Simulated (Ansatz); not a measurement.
Run this with Ansatz 0.2.0, Python API and show what comes out.

Script `field.py`:
```python
import ansatz
import numpy as np

geometry_ang = [
    ("N", [-1.4838, 1.0205, -0.2436]),
    ("Ge", [0.2356, 0.5827, -0.5816]),
    ("Si", [0.7106, -1.3305, 0.5957]),
    ("Cl", [-0.4683, -2.8632, 0.0128]),
    ("H", [-1.6029, 1.2619, 0.7487]),
    ("H", [-1.695, 1.9839, -0.7561]),
    ("H", [1.2045, 1.7365, -0.127]),
    ("H", [0.4708, 0.3349, -2.1017]),
    ("H", [0.5735, -1.0568, 2.0888]),
    ("H", [2.1381, -1.721, 0.3669]),
]
clgeh6nsi = ansatz.Crystal.molecule()
for symbol, xyz in geometry_ang:
    clgeh6nsi = clgeh6nsi.atom(symbol, xyz)

calculation = (
    clgeh6nsi.calculation()
    .basis(gaussian="def2-SVPD")
    .functional("B3LYP", dispersion="d3bj")
    .forces()
)
centre = np.mean([site.position_ang for site in clgeh6nsi.cartesian_sites], axis=0)
field = 2 * 14.399645 * 4.0 / 40.0 ** 2


def dipole(axis, sign):
    arm = 40.0 * np.eye(3)[axis]
    pair = [{"charge": sign * 4.0, "position_ang": (centre - arm).tolist()}, {"charge": -sign * 4.0, "position_ang": (centre + arm).tolist()}]
    deck = calculation.input().set(ansatz.key.basis.gaussian.point_charges, pair)
    return np.array(ansatz.Session.from_dict(deck).plan().execute().report["charge_distribution"]["dipole_moment_e_ang"])


print(f"field {field:.4f} V/A")
alpha = np.array([(dipole(axis, 1) - dipole(axis, -1)) / (2 * field) * 14.399645 for axis in range(3)])
print("polarisability tensor (A^3)")
print(np.array2string(alpha, precision=3, suppress_small=True))
print(f"mean {np.trace(alpha) / 3:.3f} A^3 = {np.trace(alpha) / 3 / 0.14818471:.2f} bohr^3")
```

Output of `python field.py`:
```text
field 0.0720 V/A
polarisability tensor (A^3)
[[11.783  0.096  0.324]
 [ 0.117 14.131 -0.706]
 [ 0.322 -0.708 11.341]]
mean 12.418 A^3 = 83.80 bohr^3
```

The settings weren't tested for convergence. The geometry is a force-field or estimated start, not a minimum of this method, and the basis set is short of its limit. The field of two point charges is only nearly even. b3lyp holds the VWN-RPA fit, as in Gaussian; the form of ORCA and Turbomole is b3lyp5. It ran for 39 s on 1 thread of Intel(R) Xeon(R) 6975P-C (Granite Rapids), with other jobs on the host, peak memory 0.5 GiB.

(Lines on the test bed's own set-up are left out of the output.)
